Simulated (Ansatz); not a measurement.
## CH4BrClSi, SMILES C[SiH](Cl)Br: a short molecular-dynamics run

Program: Ansatz 0.2.0 through its Python package.

`ch4brclsi.py`:
```python
'''A short Born-Oppenheimer trajectory of CH4BrClSi.'''

import ansatz as az
import numpy as np

system = (
    az.Crystal.molecule()
    .atom('C', (-0.2307, 0.9239, 0.1364))
    .atom('Si', (0.2799, -0.7527, -0.2239))
    .atom('Cl', (1.5907, -1.3354, 1.1968))
    .atom('Br', (-1.3817, -2.1063, -0.1998))
    .atom('H', (-0.9902, 1.3072, -0.6482))
    .atom('H', (-0.7699, 1.0583, 1.099))
    .atom('H', (0.589, 1.6712, 0.1289))
    .atom('H', (1.005, -0.8232, -1.5451))
)

setup = (
    system.calculation()
    .basis(gaussian='def2-SVP')
    .functional('blyp')
    .md('nve', timestep=0.5, steps=30, temperature=500, initial_velocities='maxwell_boltzmann', seed=40)
)
frames = []
setup.session().plan().execute(on_event=lambda e: frames.append(e['data']) if e['event'] == 'md_step' else None)
print('t (fs)   E_pot (eV)      E_kin (eV)   T (K)   d(0-1) (A)')
for f in frames[::2]:
    xyz = np.array(f['positions_ang'])
    print(f'{f["time_fs"]:6.2f} {f["lagrangian_ev"]:14.5f} {f["e_kin_ev"]:10.5f} {f["temperature_k"]:8.1f} {np.linalg.norm(xyz[0] - xyz[1]):9.4f}')
kept = np.array([f['conserved_ev'] for f in frames])
print(f'conserved energy moves by at most {1000 * np.ptp(kept):.3f} meV')
symbols = [site.symbol for site in system.cartesian_sites]
with open('last_frame.xyz', 'w') as handle:
    handle.write(f'{len(symbols)}\nt = {frames[-1]["time_fs"]} fs\n')
    handle.writelines('{:2s} {:10.5f} {:10.5f} {:10.5f}\n'.format(s, *xyz) for s, xyz in zip(symbols, frames[-1]['positions_ang']))
```

Running `python ch4brclsi.py` prints:
```text
t (fs)   E_pot (eV)      E_kin (eV)   T (K)   d(0-1) (A)
  0.00   -91535.23833    0.38778    500.0    1.7893
  1.00   -91535.17498    0.32535    419.5    1.7844
  2.00   -91535.12884    0.27997    361.0    1.7821
  3.00   -91535.14432    0.29526    380.7    1.7822
  4.00   -91535.20900    0.35874    462.6    1.7845
  5.00   -91535.25288    0.40148    517.7    1.7888
  6.00   -91535.21463    0.36362    468.8    1.7949
  7.00   -91535.12605    0.27707    357.2    1.8022
  8.00   -91535.10149    0.25303    326.2    1.8101
  9.00   -91535.16914    0.31886    411.1    1.8182
 10.00   -91535.23021    0.37899    488.7    1.8266
 11.00   -91535.22210    0.37150    479.0    1.8353
 12.00   -91535.17478    0.32535    419.5    1.8441
 13.00   -91535.15699    0.30833    397.6    1.8530
 14.00   -91535.21415    0.36509    470.7    1.8616
 15.00   -91535.32165    0.47120    607.6    1.8701
conserved energy moves by at most 3.152 meV
```

It writes `last_frame.xyz`:
```text
8
t = 15.0 fs
C    -0.35940    0.95445    0.10089
Si    0.35630   -0.74666   -0.20103
Cl    1.63625   -1.35192    1.21701
Br   -1.40579   -2.10065   -0.20934
H    -1.27233    1.09658   -0.58952
H    -0.56903    1.01089    1.17627
H     0.42524    1.66228   -0.15569
H     0.96270   -0.95557   -1.56501
```

Total energies depend on the basis set; only differences at equal settings carry meaning. The trajectory is only some femtoseconds long, so its temperature is not equilibrated; where the script doesn't relax first, it starts from a rough generated geometry. The temperature counts the internal degrees of freedom alone. Finished in 83 s on 1 thread of Intel(R) Xeon(R) Platinum 8488C (Sapphire Rapids) (shared host), peak memory 0.22 GiB.

(Lines on the test bed's own set-up are left out of the output.)
